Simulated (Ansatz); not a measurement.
# Ba2CaMoO6: the cost of one run

Computed with Ansatz 0.2.0, driven from Python. The levels of theory stand in the script.

## Step 1: The system

Symmetry: Fm-3m, No. 225, cubic system. Conventional cell: a = 8.380 Å, b = 8.380 Å, c = 8.380 Å, α = 90.00°, β = 90.00°, γ = 90.00°. Around Ba (site symmetry -43m) lie 12 O at 2.97 Å. Ca (site symmetry m-3m) has 6 O at 2.28 Å in its first shell of neighbours. Mo (site symmetry m-3m) is surrounded by 6 O at 1.91 Å. O (site symmetry 4mm) has 1 Mo at 1.91 Å and 1 Ca at 2.28 Å in its first shell of neighbours.

ba2camoo6.vasp, read by the script:

```text
Ba2CaMoO6
1.0
   0.00000000    4.19005650    4.19005650
   4.19005650    0.00000000    4.19005650
   4.19005650    4.19005650    0.00000000
Ba Ca Mo O
2 1 1 6
Direct
   0.25000000    0.25000000    0.25000000
   0.75000000    0.75000000    0.75000000
   0.00000000    0.00000000    0.00000000
   0.50000000    0.50000000    0.50000000
   0.72814000    0.27186000    0.27186000
   0.27186000    0.72814000    0.27186000
   0.27186000    0.72814000    0.72814000
   0.72814000    0.27186000    0.72814000
   0.27186000    0.27186000    0.72814000
   0.72814000    0.72814000    0.27186000
```

## Step 2: The script

Input file lattice.py:

```python
'''How the lattice of Ba2CaMoO6 depends on the functional.'''

import logging
import sys

import ansatz as az
from ase.io import read
import numpy as np

logging.basicConfig(stream=sys.stdout, format='[%(levelname)s] %(message)s')
logger = logging.getLogger('calc')
logger.setLevel(logging.INFO)

MESH = (4, 4, 4)
SMEARING = 'fixed'

def edges_and_angles(cell):
    cell = np.asarray(cell)
    a, b, c = np.linalg.norm(cell, axis=1)
    cosines = cell[1] @ cell[2] / (b * c), cell[0] @ cell[2] / (a * c), cell[0] @ cell[1] / (a * b)
    return (a, b, c, *np.degrees(np.arccos(cosines)))

atoms = read('ba2camoo6.vasp', format='vasp')
structure = az.Crystal.from_ase(atoms)

calculation = (
    structure.calculation()
    .basis(38 * az.Ry)
    .kpoints(*MESH)
    .occupations(SMEARING)
    .relax(cell=True)
)

levels = [('pbesol', 'none'), ('blyp', 'd3bj'), ('lda', 'none')]
logger.info('level            a       b       c    alpha   beta  gamma  V/atom  steps')
for name, dispersion in levels:
    seen = []
    run = calculation.functional(name, dispersion=dispersion).session().plan()
    out = run.execute(on_event=lambda e: seen.append(e) if e['event'] == 'relax_step' else None)
    cell = out.lattice.cell_ang
    label = name if dispersion == 'none' else f'{name}+{dispersion}'
    print('{:13s} {:7.4f} {:7.4f} {:7.4f} {:6.2f} {:6.2f} {:6.2f}'.format(label, *edges_and_angles(cell)), f'{abs(np.linalg.det(cell)) / len(out.lattice.sites):7.3f} {len(seen):5d}')
```

## Step 3: What the engine is handed

The engine receives this input (first run):

```yaml
crystal:
  lattice:
    - [0.0, 4.1900565, 4.1900565]
    - [4.1900565, 0.0, 4.1900565]
    - [4.1900565, 4.1900565, 0.0]
  atoms:
    - { symbol: Ba, position: [0.25, 0.25, 0.25] }
    - { symbol: Ba, position: [0.75, 0.75, 0.75] }
    - { symbol: Ca, position: [0.0, 0.0, 0.0] }
    - { symbol: Mo, position: [0.5, 0.5, 0.5] }
    - { symbol: O, position: [0.72814, 0.27186, 0.27186] }
    - { symbol: O, position: [0.27186, 0.72814, 0.27186] }
    - { symbol: O, position: [0.27186000000000005, 0.72814, 0.72814] }
    - { symbol: O, position: [0.72814, 0.27186000000000005, 0.72814] }
    - { symbol: O, position: [0.27186, 0.27186, 0.72814] }
    - { symbol: O, position: [0.72814, 0.72814, 0.27186000000000005] }
basis:
  ecutwfc: 517.016338673772
kpoints:
  mp_grid:
    grid: [4, 4, 4]
hamiltonian:
  xc: pbesol
  dispersion: none
scf:
  occupations:
    method: fixed
relax:
  cell: {}
```

## Step 4: Running it

Command:

```console
$ python lattice.py
```

Q: Estimate wall time and peak memory on 1 thread of Arm Neoverse V1, shared host.

About 71 s, with a peak of 0.62 GiB.
